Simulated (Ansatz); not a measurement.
# CH₅AsO, SMILES OC[AsH2]: a ladder of methods at one geometry

Computed with the Python package of Ansatz (0.2.0).

Typed at the interpreter:
```pycon
>>> import ansatz as az
>>> from ase import Atoms
>>> atoms = Atoms(["O", "C", "As", "H", "H", "H", "H", "H"], positions=[
...     (-1.3681, 0.6575, -0.4441),
...     (-0.1466, 0.6352, 0.1182),
...     (0.9254, -0.6969, -0.8399),
...     (-1.7927, -0.141, -0.2307),
...     (-0.2132, 0.3689, 1.1801),
...     (0.3453, 1.6459, 0.0271),
...     (0.2388, -1.8885, -0.138),
...     (2.1032, -0.6383, 0.2716),
... ])
>>> molecule = az.Crystal.molecule_from_ase(atoms)
>>> base = molecule.calculation().basis(gaussian="def2-SVP")
>>> methods = ["mp2", "ccsd", "ccsd_t"]
>>> batch = az.Session.batch([base.correlation(m).input() for m in methods])
>>> reports = sorted(batch.plan().execute().molecular_reports, key=lambda each: each["member"])
>>> print(f"Hartree-Fock reference {reports[0]['reference_energy_ev'] / 27.211386246:.6f} Ha")
Hartree-Fock reference -2349.432194 Ha
>>> best = reports[-1]["free_energy_ev"] - reports[-1]["reference_energy_ev"]
>>> for method, each in zip(methods, reports):
...     gained = each["free_energy_ev"] - each["reference_energy_ev"]
...     print(f"{method:8s} total {each['free_energy_ev'] / 27.211386246:.6f} Ha  correlation {gained:9.4f} eV  ({100 * gained / best:.1f} % of the last)")
...
mp2      total -2350.001507 Ha  correlation  -15.4918 eV  (92.5 % of the last)
ccsd     total -2350.031933 Ha  correlation  -16.3197 eV  (97.5 % of the last)
ccsd_t   total -2350.047492 Ha  correlation  -16.7431 eV  (100.0 % of the last)
```

Caveats:
- These settings explore the input space; basis and method may be short of convergence.
- The geometry is a force-field or estimated start, not a minimum of this method, and the basis set is short of its limit. A lower total doesn't mark the better method: functionals have no common bound, and MP2 and coupled cluster aren't variational.
- Inner cores stay frozen; a filled d shell under the valence of the heavier atoms is correlated with it.
